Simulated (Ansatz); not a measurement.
# Rb5BeRu: the cost of one run

Computed with Ansatz 0.2.0 (DFT PBE, scalar-relativistic, plane waves, PAW, unless a step's input says otherwise).

### 1 The starting structure

It takes space group P4/mmm (No. 123, tetragonal). Conventional cell: a = 5.011 Å, b = 5.011 Å, c = 8.802 Å, α = 90.00°, β = 90.00°, γ = 90.00°. Rb (site symmetry 2mm) has 2 Ru at 3.20 Å and 6 Rb at 3.48 to 3.54 Å and 2 Be at 3.48 Å in its first shell of neighbours. Rb (site symmetry 4/mmm) has 8 Rb at 3.48 Å and 4 Be at 3.54 Å in its first shell of neighbours. Around Be (site symmetry 4/mmm) lie 12 Rb at 3.48 to 3.54 Å. Ru (site symmetry 4/mmm) has 8 Rb at 3.20 Å in its first shell of neighbours.

Coordinates:

```cif
data_structure
_symmetry_space_group_name_H-M 'P4/mmm'
_symmetry_Int_Tables_number 123
_cell_length_a 5.0115
_cell_length_b 5.0115
_cell_length_c 8.8019
_cell_angle_alpha 90.000
_cell_angle_beta 90.000
_cell_angle_gamma 90.000
_cell_volume 221.06
loop_
_atom_site_label
_atom_site_type_symbol
_atom_site_symmetry_multiplicity
_atom_site_Wyckoff_symbol
_atom_site_fract_x
_atom_site_fract_y
_atom_site_fract_z
_atom_site_occupancy
Rb1 Rb 4 i 0.50000 0.00000 0.72620 1
Rb2 Rb 1 a 0.00000 0.00000 0.00000 1
Be1 Be 1 c 0.50000 0.50000 0.00000 1
Ru1 Ru 1 b 0.00000 0.00000 0.50000 1
```

This is candidate A: ZnPd5Se type (P4/mmm, No. 123).

(A quick probe on a coarse mesh, which set the mesh and smearing, is not shown.)

### 3 Rough relaxation on the coarse mesh (candidate A)

Contents of input.yaml:

```yaml
crystal:
  lattice:
    - [5.011453986, 0.0, 0.0]
    - [0.0, 5.011453986, 0.0]
    - [0.0, 0.0, 8.8018753571]
  atoms:
    - { symbol: Rb, position: [0.5, 0.0, 0.7262] }
    - { symbol: Rb, position: [0.0, 0.5, 0.7262] }
    - { symbol: Rb, position: [0.5, 0.0, 0.2738] }
    - { symbol: Rb, position: [0.0, 0.5, 0.2738] }
    - { symbol: Rb, position: [0.0, 0.0, 0.0] }
    - { symbol: Be, position: [0.5, 0.5, 0.0] }
    - { symbol: Ru, position: [0.0, 0.0, 0.5] }
basis:
  ecutwfc: 420
kpoints:
  mp_grid: { grid: [4, 4, 2] }
hamiltonian:
  xc: pbe
scf:
  occupations: { method: gaussian, width: 0.1 }
  lower_state_search: "off"
output:
  forces: true
  stress: true
  eigenvalues: true
relax:
  adjacent_minimum: "off"
  f_tol: 0.04
  max_steps: 70
  cell: { stress_tol: 0.4 }
```

On the command line:

```bash
> ansatz run input.yaml --threads 1 --pin off --max-ram 2560MiB --backend cpu --events-out ev --progress --plain --runs-dir out
```

Q: Estimate wall time and peak memory on 1 thread of Intel Xeon Platinum 8488C (Sapphire Rapids), shared host.

About 36 s, with a peak of 0.61 GiB.
